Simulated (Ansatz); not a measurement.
**TiN: how much relativity matters**

Aim: hold the cell of TiN and change the physics step by step: no relativity; spin-orbit coupling on.

Method: DFT, at the level named in each step, in Ansatz 0.2.0.

## 1. Starting point

Symmetry: Fm-3m, No. 225, cubic system. Conventional cell: a = 4.244 Å, b = 4.244 Å, c = 4.244 Å, α = 90.00°, β = 90.00°, γ = 90.00°. Ti (site symmetry m-3m) has 6 N at 2.12 Å in its first shell of neighbours. N (site symmetry m-3m) is surrounded by 6 Ti at 2.12 Å.

Structure file:

```
Ti N
1.0
     0.00000    2.12200    2.12200
     2.12200    0.00000    2.12200
     2.12200    2.12200    0.00000
Ti N
1 1
Cartesian
  0.0000 0.0000 0.0000
  2.1220 2.1220 2.1220
```

The geometry is a database entry used as it stands. It may stem from high pressure or temperature, or be incomplete, so it serves as a test cell.

Atoms are numbered in the order of the input: Ti1, N2.

## 2. No relativity, LAPW

input.yaml

```yaml
crystal:
  lattice:
    - [0.0, 2.122, 2.122]
    - [2.122, 0.0, 2.122]
    - [2.122, 2.122, 0.0]
  atoms:
    - { symbol: Ti, position: [0.0, 0.0, 0.0] }
    - { symbol: "N", position: [0.5, 0.5, 0.5] }
kpoints:
  mp_grid: { grid: [13, 13, 13] }
  band_path:
    path:
      - [0.0, 0.0, 0.0]
      - [0.5, 0.0, 0.5]
      - [0.625, 0.25, 0.625]
      - [0.375, 0.375, 0.75]
      - [0.0, 0.0, 0.0]
      - [0.5, 0.5, 0.5]
      - [0.5, 0.25, 0.75]
      - [0.5, 0.0, 0.5]
    npoints: 5
scf:
  occupations: { method: fermi_dirac, width: 0.05 }
hamiltonian:
  xc: pbe
  pseudopotentials:
    kind: all_electron
    lapw: { basis_error: 0.0005 }
    relativity: none
output:
  forces: true
  stress: true
  eigenvalues: true
```

Started as:

```sh
> ansatz run input.yaml --threads 1 --pin off --max-ram 2048MiB --backend cpu --events-out ev --progress --plain --runs-dir out
```

Log (excerpt; [...] marks lines left out):

```text
LAPW: plane waves up to 9.844 Å⁻¹, error target 5.0e-4 eV per atom; N in spheres of 0.958 Å, 7 of its electrons in bands, Dirac shells []; Ti in spheres of 1.164 Å, 20 of its electrons in bands, Dirac shells []
[...]
Pseudopotentials: kind: all_electron
Pseudopotential: Ti, LAPW, valence charge 20, Schrödinger's equation, point nucleus
Pseudopotential: N, LAPW, valence charge 7, Schrödinger's equation, point nucleus
Functional definition: PBE
[...]
Crystal: 2 atoms, lattice volume = 19.110 Å³
Basis set: ecut = 369.1766408850748 eV, 331 PW (Γ), exchange–correlation at level 2
Bands: 18, of which v1, the nominal top of the filled ones, is band 14 counted from 1 (13 counted from 0)
Symmetry: 48 space group operations
Space group: Fm-3m (ITA 225), of the structure as read, at distance tolerance 2.7e-5 Å
k-points: 84 of 2197
[...]
SCF iter   1: F=—  HF=-24606.394584 eV  |F-HF|=—  |Δ(HF+E_count)|=         —  Δρ=1.52e-1  dr2=5.15e0  ethr=1.91e-2  ⟨swp⟩=2.0  Hψ=9265  notcnv=0
[...]
the basis was enlarged: its passes take 317.1 KiB over the memory plan, 1 of 1 planned eigensolver slots
[...]
SCF iter   8: F=-24604.108862 eV  HF=-24604.108862 eV  |F-HF|=7.28e-11  |Δ(HF+E_count)|=   1.19e-7  Δρ=9.45e-7  dr2=6.38e-11  ethr=1.28e-9  ⟨swp⟩=2.0  Hψ=4945  notcnv=0
[...]
NSCF: frozen V_eff on 36 k-points
SCF converged after 8 iterations
Free energy (F): -24604.108862 eV
[...]
E sigma→0 (E₀):  -24604.105433 eV
Entropy (-TS):   -0.006857 eV (-3.429 meV/atom)
Fermi energy:    17.522347 eV
[...]
--- Forces (eV/Å), atoms counted from 1 ---
  atom   1  Ti     0.00000000     0.00000000     0.00000000
  atom   2  N      0.00000000     0.00000000    -0.00000000
[...]
--- Stress (GPa, compression-positive) ---
        1.373286      -0.000000       0.000000
       -0.000000       1.373286      -0.000000
        0.000000      -0.000000       1.373286
  P = ⅓ Tr σ = 1.3733 GPa (13.733 kbar)
--- Band table (eV; the first three rows and the last of 84) ---
  k-point 0: bands = ["-508.5261", "-421.0155", "-421.0155", "-421.0155", "-359.5512", "-39.3751", "-16.1100", "-16.1100", "-16.1100", "0.5086", "15.4856", "15.4856", "15.4856", "16.8712", "16.8712", "16.8712", "18.0503", "18.0503", "23.0606", "30.7348", "37.1142", "37.1142"]
[...]
```

It took 18 s on 1 thread of Intel Xeon Platinum 8259CL at 2.50GHz (Skylake/Cascade Lake), shared host; peak memory 0.42 GiB.

Result: pressure 1.37 GPa; no gap.

## 3. Spin-orbit coupling on, LAPW

Edit input.yaml of step 2 so:

```diff
@@ -25,6 +25,3 @@
   xc: pbe
-  pseudopotentials:
-    kind: all_electron
-    lapw: { basis_error: 0.0005 }
-    relativity: none
+  pseudopotentials: { kind: all_electron, lapw: { basis_error: 0.0005 } }
 output:
@@ -33 +30,4 @@
   eigenvalues: true
+magnetization:
+  noncollinear: true
+  spin_orbit: true
```

Started as:

```sh
> ansatz run input.yaml --threads 1 --pin off --max-ram 2048MiB --backend cpu --events-out ev --progress --plain --runs-dir out
```

Log:

```text
LAPW: plane waves up to 9.880 Å⁻¹, error target 5.0e-4 eV per atom; Dirac's equation on spinors; N in spheres of 0.954 Å, 7 of its electrons in bands; Ti in spheres of 1.168 Å, 20 of its electrons in bands
Engine: ansatz 0.2.0
[... 1 set-up line as earlier in the session ...]
Pseudopotential: Ti, LAPW, valence charge 20, Dirac's equation, gaussian nucleus
Pseudopotential: N, LAPW, valence charge 7, Dirac's equation, gaussian nucleus
[... 1 set-up line as earlier in the session ...]
  parameter kappa = 0.804
  parameter beta = 0.06672455060314922
  exchange = pbe_x(kappa = kappa, mu = beta*pi^2/3)
  correlation = pbe_c(beta = beta)
non-collinear run that drives no moment, with spin-orbit: no starting moment large enough to seed its density (crystal.atoms[].spin), no starting occupations that ask for one, no magnetisation constraint and no magnetic field, so the semilocal B_xc is pinned to zero
Crystal: 2 atoms, lattice volume = 19.110 Å³
Basis set: ecut = 371.91976227173586 eV, 331 PW (Γ), exchange–correlation at level 2
Bands: 36, of which v1, the nominal top of the filled ones, is band 27 counted from 1 (26 counted from 0)
Symmetry: 48 space group operations + 48 with time reversal
Magnetic group: BNS 225.117 (UNI 1619), of the structure as read, at distance tolerance 2.7e-5 Å
k-points: 84 of 2197
Non-local potential: Ti, projectors of the file, none
Non-local potential: N, projectors of the file, none
Initial density: superposition of atomic densities (chi_scale 0.1, normalization cell, long waves kept (reshape's long-wave potential 0.00 eV rms))
Initial wavefunctions: plane waves of lowest kinetic energy (no species holds an atomic orbital)
Functional: x = pbe(κ = 0.804, μ = 0.2195149727645171), c = pbe(β = 0.06672455060314922)
iter 1 solved again at ethr=1.92e-2 eV; its pass at ethr=1.00e-1 eV (dr2=5.18e0 eV) is discarded
SCF iter   1: F=—  HF=-24729.451502 eV  |F-HF|=—  |Δ(HF+E_count)|=         —  Δρ=1.52e-1  dr2=5.18e0  dr2_m=0.00e0 (ungated)  ethr=1.92e-2  |M|=0.00e0 ∫|m|=0.00e0 μB  β_m=0.30  ⟨swp⟩=2.0  Hψ=18636  notcnv=0
preconditioner: auto → none  [metal: Δε(μ)=0.057 eV  Ē_g=11.845 eV  σ=0.050 eV  W_gap=0.26  n_scr=8 (ndim 8)  ℏωp=25.5 eV  f_vac=0.000  D(μ)=0.70/eV (n_scr^D=8)  sad-step TF]
SCF iter   2: F=—  HF=-24727.251157 eV  |F-HF|=—  |Δ(HF+E_count)|=    2.20e0  Δρ=5.51e-2  dr2=7.24e-1  dr2_m=0.00e0 (ungated)  ethr=1.92e-2  |M|=0.00e0 ∫|m|=0.00e0 μB  β_m=0.33  ⟨swp⟩=2.0  Hψ=8904  notcnv=0
iter 3 solved again at ethr=1.50e-4 eV; its pass at ethr=2.68e-3 eV (dr2=4.06e-2 eV) is discarded
SCF iter   3: F=—  HF=-24727.150254 eV  |F-HF|=—  |Δ(HF+E_count)|=         —  Δρ=1.57e-2  dr2=4.06e-2  dr2_m=0.00e0 (ungated)  ethr=1.50e-4  |M|=0.00e0 ∫|m|=0.00e0 μB  β_m=0.55  ⟨swp⟩=2.0  Hψ=15602  notcnv=0
the basis was enlarged: its passes take 2.6 MiB over the memory plan, 1 of 1 planned eigensolver slots
SCF iter   4: F=—  HF=-24727.152903 eV  |F-HF|=—  |Δ(HF+E_count)|=   2.65e-3  Δρ=1.20e-2  dr2=3.39e-2  dr2_m=0.00e0 (ungated)  ethr=1.50e-4  |M|=0.00e0 ∫|m|=0.00e0 μB  β_m=0.44  ⟨swp⟩=2.1  Hψ=9760  notcnv=0
SCF iter   5: F=—  HF=-24727.149547 eV  |F-HF|=—  |Δ(HF+E_count)|=   3.36e-3  Δρ=6.89e-3  dr2=1.09e-2  dr2_m=0.00e0 (ungated)  ethr=1.26e-4  |M|=0.00e0 ∫|m|=0.00e0 μB  β_m=0.72  ⟨swp⟩=2.0  Hψ=8514  notcnv=0
SCF iter   6: F=—  HF=-24727.146247 eV  |F-HF|=—  |Δ(HF+E_count)|=   3.30e-3  Δρ=4.13e-4  dr2=3.51e-5  dr2_m=0.00e0 (ungated)  ethr=4.03e-5  |M|=0.00e0 ∫|m|=0.00e0 μB  β_m=0.84  ⟨swp⟩=2.0  Hψ=9226  notcnv=0
SCF iter   7: F=—  HF=-24727.146248 eV  |F-HF|=—  |Δ(HF+E_count)|=   2.84e-7  Δρ=3.75e-5  dr2=2.51e-7  dr2_m=0.00e0 (ungated)  ethr=1.30e-7  |M|=0.00e0 ∫|m|=0.00e0 μB  β_m=0.92  ⟨swp⟩=2.1  Hψ=9062  notcnv=0
SCF iter   8: F=-24727.146248 eV  HF=-24727.146248 eV  |F-HF|=3.26e-8  |Δ(HF+E_count)|=   1.26e-7  Δρ=8.22e-6  dr2=1.35e-8  dr2_m=0.00e0 (ungated)  ethr=9.29e-10  |M|=0.00e0 ∫|m|=0.00e0 μB  ⟨swp⟩=2.5  Hψ=9154  notcnv=0
SCF 1 converged in 8 iterations: F = -24727.146248 eV  dr2 = 1.35e-8
NSCF: frozen V_eff on 36 k-points
SCF converged after 8 iterations
Magnetization: |M| = 0.0000 μB,  M = (+0.0000, +0.0000, +0.0000) μB
Absolute magnetization: 0.0000 μB (∫|m|)
  site 0: m = (+0.0000, +0.0000, +0.0000) μB, |m| = 0.0000 μB  (R = 1.17 Å)
  site 1: m = (+0.0000, +0.0000, +0.0000) μB, |m| = 0.0000 μB  (R = 0.95 Å)
Free energy (F): -24727.146248 eV
Harris-Foulkes:  -24727.146248 eV  (|F-HF|=3.26e-8)
Internal energy: -24727.139347 eV  (E = F + TS)
E sigma→0 (E₀):  -24727.142797 eV
Entropy (-TS):   -0.006901 eV (-3.450 meV/atom)
Fermi energy:    17.572415 eV
--- Per-component energies (eV) ---
  E_band       = -4364.880640
  E_kinetic    = 24948.442549
  E_xc         = -1337.279883
  E_electrostatic = -48338.302013  (all electrons and nuclei)
  E_smearing   = -0.006901  (= −TS)
  E_closure    = 0.000000  (closes the sum)
  E_atoms      = -24708.597591  (free atoms, spherical and without spin; not in F)
  Σ components = -24727.146248   (vs F -24727.146248, Δ=0.00e0)
  Basis errors (estimates in eV, not in F): energy 1.4e-4 per atom: plane waves 1.2e-4 (6.8e-5 summed), levels above the bands 7.3e-50, relativity 2.1e-8, radial functions 1.9e-5, core shells 1.2e-14; eigenvalues (radial functions only) 6.6e-7; not estimated: angular momenta, meshes, grids; target (lapw.basis_error) 5.0e-4; muffin-tin radii N 0.954 Å, Ti 1.168 Å
--- Forces (eV/Å), atoms counted from 1 ---
  atom   1  Ti     0.00000000    -0.00000000    -0.00000000
  atom   2  N      0.00000000     0.00000000     0.00000000
  max |Σ_I F_I| component: 1.20e-26 eV/Å
--- Stress (GPa, compression-positive) ---
        0.554945       0.000000      -0.000000
        0.000000       0.554945       0.000000
       -0.000000       0.000000       0.554945
  P = ⅓ Tr σ = 0.5549 GPa (5.549 kbar)
--- Band table (eV; the first three rows and the last of 84) ---
  k-point 0: bands = ["-514.5548", "-514.5548", "-425.6948", "-425.6948", "-419.9247", "-419.9247", "-419.9247", "-419.9247", "-359.7780", "-359.7780", "-40.2990", "-40.2990", "-16.7369", "-16.7369", "-16.0722", "-16.0722", "-16.0722", "-16.0722", "0.4328", "0.4328", "15.4658", "15.4658", "15.5000", "15.5000", "15.5000", "15.5000", "16.9183", "16.9183", "16.9183", "16.9183", "16.9439", "16.9439", "18.1217", "18.1217", "18.1217", "18.1217"]
  k-point 1: bands = ["-514.5548", "-514.5548", "-425.6948", "-425.6948", "-419.9247", "-419.9247", "-419.9247", "-419.9247", "-359.7780", "-359.7780", "-40.2935", "-40.2935", "-16.7517", "-16.7517", "-16.0993", "-16.0993", "-16.0755", "-16.0755", "0.5479", "0.5479", "14.8526", "14.8526", "15.0116", "15.0116", "15.0256", "15.0256", "17.0859", "17.0859", "17.0936", "17.0936", "17.2407", "17.2407", "18.6207", "18.6207", "18.6210", "18.6210"]
  k-point 2: bands = ["-514.5548", "-514.5548", "-425.6948", "-425.6948", "-419.9247", "-419.9247", "-419.9247", "-419.9247", "-359.7780", "-359.7780", "-40.2783", "-40.2783", "-16.7966", "-16.7966", "-16.1690", "-16.1690", "-16.0845", "-16.0845", "0.8765", "0.8765", "13.6365", "13.6365", "14.1784", "14.1784", "14.1870", "14.1870", "17.4247", "17.4247", "17.4281", "17.4281", "17.6766", "17.6766", "19.6696", "19.6696", "19.6699", "19.6699"]
  k-point 83: bands = ["-514.5548", "-514.5548", "-425.6948", "-425.6948", "-419.9247", "-419.9247", "-419.9247", "-419.9247", "-359.7780", "-359.7780", "-40.1722", "-40.1722", "-17.0516", "-17.0516", "-16.4536", "-16.4536", "-16.3348", "-16.3348", "2.3108", "2.3108", "11.7660", "11.7660", "12.1540", "12.1540", "12.3345", "12.3345", "18.1885", "18.1885", "18.7205", "18.7205", "19.9250", "19.9250", "20.6859", "20.6859", "21.4902", "21.4902"]
```

Run time: 1.7 min. Hardware: 1 thread of Intel Xeon Platinum 8259CL at 2.50GHz (Skylake/Cascade Lake), shared host; peak memory 0.58 GiB.

In short: pressure 0.55 GPa; no gap.

At the corners of the path (eV, zero at the Fermi level):

| point | band 25 | band 26 | band 27 | band 28 | band 29 | band 30 | band 31 |
| --- | --- | --- | --- | --- | --- | --- | --- |
| Γ | -2.07 | -2.07 | -0.65 | -0.65 | -0.65 | -0.65 | -0.63 |
| X | -3.25 | -3.25 | -3.10 | -3.10 | 1.61 | 1.61 | 2.34 |
| U | -4.50 | -4.50 | -0.50 | -0.50 | 1.95 | 1.95 | 2.28 |
| K | -4.50 | -4.50 | -0.50 | -0.50 | 1.95 | 1.95 | 2.28 |
| Γ | -2.07 | -2.07 | -0.65 | -0.65 | -0.65 | -0.65 | -0.63 |
| L | -5.51 | -5.51 | 1.65 | 1.65 | 1.65 | 1.65 | 2.32 |
| W | -5.40 | -5.40 | 0.88 | 0.88 | 0.90 | 0.90 | 2.36 |
| X | -3.25 | -3.25 | -3.10 | -3.10 | 1.61 | 1.61 | 2.34 |

## 4. Spin-orbit coupling on, PAW

Edit input.yaml of step 3 so:

```diff
@@ -25,3 +25,3 @@
   xc: pbe
-  pseudopotentials: { kind: all_electron, lapw: { basis_error: 0.0005 } }
+  pseudopotentials: { kind: paw_fr }
 output:
@@ -30,2 +30,7 @@
   eigenvalues: true
+  efg: { contact_densities: true }
+  write_density: true
+  write_potential: true
+  elf: true
+  volumetric_format: npy
 magnetization:
```

Started as:

```sh
> ansatz run input.yaml --threads 1 --pin off --max-ram 2048MiB --backend cpu --events-out ev --progress --plain --runs-dir out
```

Log (excerpt; [...] marks lines left out):

```text
[...]
Pseudopotentials: kind: paw_fr
Pseudopotential: Ti, paw_fr, valence charge 12, recommended cutoff 420 eV (normal)#standard-fr
Pseudopotential: N, paw_fr, valence charge 5, recommended cutoff 420 eV (normal)#standard-fr
[... 1 set-up line as earlier in the session ...]
[...]
non-collinear run that drives no moment, with spin-orbit: no starting moment large enough to seed its density (crystal.atoms[].spin), no starting occupations that ask for one, no magnetisation constraint and no magnetic field, so the semilocal B_xc is pinned to zero
Crystal: 2 atoms, lattice volume = 19.110 Å³
Basis set: ecut = 420 eV, 339 PW (Γ), exchange–correlation on 48×48×48 points (8 copies of the dense FFT grid, shifted against one another)
Bands: 26, of which v1, the nominal top of the filled ones, is band 17 counted from 1 (16 counted from 0)
[... 1 set-up line as earlier in the session ...]
[...]
Free energy (F): -2887.183623 eV
[...]
E sigma→0 (E₀):  -2887.180167 eV
Entropy (-TS):   -0.006912 eV (-3.456 meV/atom)
Fermi energy:    17.139883 eV
[...]
--- Forces (eV/Å), atoms counted from 1 ---
  atom   1  Ti    -0.00000000     0.00000000     0.00000000
  atom   2  N      0.00000000     0.00000000     0.00000000
[...]
--- Stress (GPa, compression-positive) ---
        0.553018       0.000000      -0.000000
        0.000000       0.553018      -0.000000
       -0.000000       0.000000       0.553018
  P = ⅓ Tr σ = 0.5530 GPa (5.530 kbar)
--- PAW observables at the nuclei: V_zz in 10²¹ V/m², potentials from the cell's mean, atoms counted from 1 ---
  atom   1  Ti V_zz =    +0.000000   η = 0.0000   by run symmetry: forbidden
            electrostatic potential = -2534.210396 V   contact ρ = 56798.971108 e/Å³
  atom   2  N  V_zz =    +0.000000   η = 0.0000   by run symmetry: forbidden
            electrostatic potential = -522.037783 V   contact ρ = 1414.756099 e/Å³
--- Band table (eV; the first three rows and the last of 84) ---
[... band rows left out ...]
[...]
```

Wall time 14 s (1 thread of Intel Xeon Platinum 8259CL at 2.50GHz (Skylake/Cascade Lake), shared host); peak memory 0.55 GiB.

Result: pressure 0.55 GPa; no gap.

## 5. Side by side

| run | pressure (GPa) | SCF cycles, by the record's count | time |
| --- | --- | --- | --- |
| no relativity, LAPW | 1.37 | 8 | 18 s |
| spin-orbit coupling on, LAPW | 0.55 | 8 | 1.7 min |
| spin-orbit coupling on, PAW | 0.55 | 7 | 14 s |

## 6. Summary of results

| quantity | value |
| --- | --- |
| pressure, no relativity, LAPW | 1.37 GPa |
| pressure, spin-orbit coupling on, LAPW | 0.55 GPa |

What this shows: Going from no relativity to the run with spin-orbit coupling (scalar and spin-orbit effects together) moves the pressure by -0.82 GPa; the heaviest element has Z = 22. With spin-orbit coupling: in pressure, PAW differs from LAPW by less than 0.01 GPa.
